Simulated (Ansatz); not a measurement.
# TiO: the cost of one run

Program: Ansatz 0.2.0. Level of theory: DFT r2SCAN, scalar-relativistic, plane waves, PAW. These are calculated values, not measurements.

1 further run of the same task is left out (it didn't finish).

### 1 The system as given

The structure is hexagonal, space group P-62m (No. 189). The conventional cell has a = 4.980 Å, b = 4.980 Å, c = 2.866 Å, α = 90.00°, β = 90.00°, γ = 120.00°. Ti (site symmetry -6) has 6 O at 2.10 Å as nearest neighbours. Around Ti (site symmetry -62m) lie 3 O at 1.96 Å. O (site symmetry m2m) has 5 Ti at 1.96 to 2.10 Å as nearest neighbours.

As a file:

```
Ti O
1.0
     4.97955    0.00000    0.00000
    -2.48978    4.31242    0.00000
     0.00000    0.00000    2.86600
Ti O
3 3
Direct
  0.66667 0.33333 0.50000
  0.33333 0.66667 0.50000
  0.00000 0.00000 0.00000
  0.60573 0.60573 0.00000
  0.39427 0.00000 0.00000
  0.00000 0.39427 0.00000
```

It goes back to an entry of the Materials Project, which need not be the stable form.

It is the result of an earlier relaxation at this level (volume 10.26 Å³/atom; gap on the mesh: none (metal)).

### 2 Point at V/V0 = 0.97

File input.yaml:

```yaml
crystal:
  lattice:
    - [4.9292519969, 0.0, 0.0]
    - [-2.4646259985, 4.268857451, 0.0]
    - [0.0, 0.0, 2.8370458567]
  atoms:
    - { symbol: Ti, position: [0.6666666667, 0.3333333333, 0.5] }
    - { symbol: Ti, position: [0.3333333333, 0.6666666667, 0.5] }
    - { symbol: Ti, position: [0.0, 0.0, 0.0] }
    - { symbol: O, position: [0.6057269237, 0.6057269237, 0.0] }
    - { symbol: O, position: [0.3942730763, 0.0, 0.0] }
    - { symbol: O, position: [0.0, 0.3942730763, 0.0] }
basis:
  ecutwfc: 500
kpoints:
  mp_grid: { grid: [9, 9, 12] }
hamiltonian:
  xc: r2scan
scf:
  occupations: { method: gaussian, width: 0.1 }
output:
  forces: true
  stress: true
  eigenvalues: true
relax:
  adjacent_minimum: "off"
  f_tol: 0.01
  max_steps: 30
  cell: { stress_tol: 0.1, fix: [volume] }
```

Run with:

```sh
$ ansatz run input.yaml --threads 1 --pin off --max-ram 2560MiB --backend cpu --events-out ev --progress --plain --runs-dir out
```

**Question.** How long does this run take on 1 thread of Intel Xeon Platinum 8259CL at 2.50GHz (Skylake/Cascade Lake), shared host, and how much memory does it need?

About 2.3 min, with a peak of 0.61 GiB.
